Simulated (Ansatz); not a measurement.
**Two structures of Re: comparison of enthalpies under pressure**

One table from this session's results is given with a row withheld; the runs are named, their logs left out.

Program: Ansatz 0.2.0, driven from Python. Level of theory: DFT PBEsol, plane waves, PAW. These are calculated values, not measurements.

**Starting point**

Re P6_3/mmc: It takes space group P6_3/mmc (No. 194, hexagonal). Conventional cell: a = 2.750 Å, b = 2.750 Å, c = 4.491 Å, α = 90.00°, β = 90.00°, γ = 120.00°. Re (site symmetry -6m2) has 12 Re at 2.75 Å as nearest neighbours.

Re Pm-3m: It takes space group Pm-3m (No. 221, cubic). Conventional cell: a = 2.530 Å, b = 2.530 Å, c = 2.530 Å, α = 90.00°, β = 90.00°, γ = 90.00°. Around Re (site symmetry m-3m) lie 6 Re at 2.53 Å.

No structure file is read: the coordinates are typed or built in the script.

The first run:

re_run.py

```python
# -*- coding: utf-8 -*-
import ansatz as az
import numpy as np
import pandas as pd

params = {
    "xc": "PBEsol",
    "ecut": 380,
    "extra_bands": 6,
    "k_spacing": 0.3,
    "smearing": "fermi_dirac",
    "sigma": 0.1,
}


def hcp(A, a):
    return (
        az.Lattice.from_parameters(a, a, 1.633 * a, alpha=90, beta=90, gamma=120)
        .space_group(194)
        .atom(A, [1 / 3, 2 / 3, 0.25])
    )


def sc(first, a):
    return (
        az.Lattice.cubic(a)
        .space_group(221)
        .atom(first, [0, 0, 0])
    )


def run_phase(name, crystal, pressure=0.0):
    calc = (
        crystal.calculation()
        .functional(params["xc"])
        .basis(params["ecut"], density_ratio=4)
        .accuracy("low")
        .scf(extra_bands=params["extra_bands"])
        .kpoints(spacing=params["k_spacing"])
        .occupations(params["smearing"], width=params["sigma"])
    )
    calc = calc.relax(force_tolerance=0.02, max_steps=40, cell=True, pressure=pressure)
    return calc.run(threads=1)


def volume_per_atom(outcome):
    return abs(np.linalg.det(outcome.lattice.cell_ang)) / len(outcome.lattice.sites)


def main():
    phases = {}
    phases["hcp"] = hcp("Re", 2.75)
    phases["sc"] = sc("Re", 2.53)

    pressures = [0, 20, 40, 60]
    enthalpy, volume = {name: [] for name in phases}, {name: [] for name in phases}
    for p in pressures:
        for name, crystal in phases.items():
            o = run_phase(name, crystal, pressure=p)
            volume[name].append(volume_per_atom(o))
            enthalpy[name].append(o.report["energy_sigma0_ev"] / len(o.lattice.sites) + p * volume[name][-1] / 160.21766)
    gap = np.array(enthalpy["sc"]) - np.array(enthalpy["hcp"])
    rows = [(p, va, vb, 1000 * d) for p, va, vb, d in zip(pressures, volume["hcp"], volume["sc"], gap)]
    print(pd.DataFrame(rows, columns=["P (GPa)", "V hcp (A^3/atom)", "V sc (A^3/atom)", "H(sc) - H(hcp) (meV/atom)"]).round(4).to_string(index=False))
    crossings = [p0 - g0 * (p1 - p0) / (g1 - g0) for p0, p1, g0, g1 in zip(pressures, pressures[1:], gap, gap[1:]) if g0 * g1 < 0]
    print("crossing near", [round(float(p), 1) for p in crossings], "GPa") if crossings else print("no crossing in this range")


if __name__ == "__main__":
    main()
```

Command:

```console
> python re_run.py
```

Steps of the session up to this table: Launch.

One of the session's tables, all rows but one given; the rest of the session is left out.

Enthalpy H = E + pV of the second structure less the first:

```
pressure (GPa)  ΔH (meV/atom)
             0         1414.2
            20         1643.2
            40              ?
            60         2013.5
```

Q: Estimate the row for pressure (GPa) = 40 from the others.

Worked estimate for «ΔH (meV/atom)». A straight line through the neighbours (20, 1643.2) and (60, 2013.5) gives 1643.2 + (2013.5 − 1643.2) × (40 − 20) / (60 − 20) = 1828.3; a parabola fitted to 3 rows on both sides gives 1843.0.

The run gave: ΔH (meV/atom): 1839.6. In «ΔH (meV/atom)» the line misses by -11.3 and the parabola by +3.4.

Caveats from the session: Notes:
- The cutoff lies under the one recommended for these potentials.
- Under the recommended cutoff a pressure can be off by several GPa, even in sign.
- At a fixed pressure a relaxation lowers the enthalpy F + PV, while F alone can rise.
- For the metals among these cells the mesh is coarse, so their volumes and pressures are rough.
- Spin-orbit coupling, which matters for elements this heavy, is left out.
- Only these two structures are compared, at zero temperature and with their symmetry kept; either may be hypothetical, and another phase may be lower than both. Warnings in the runs' records: cutoff below recommended.
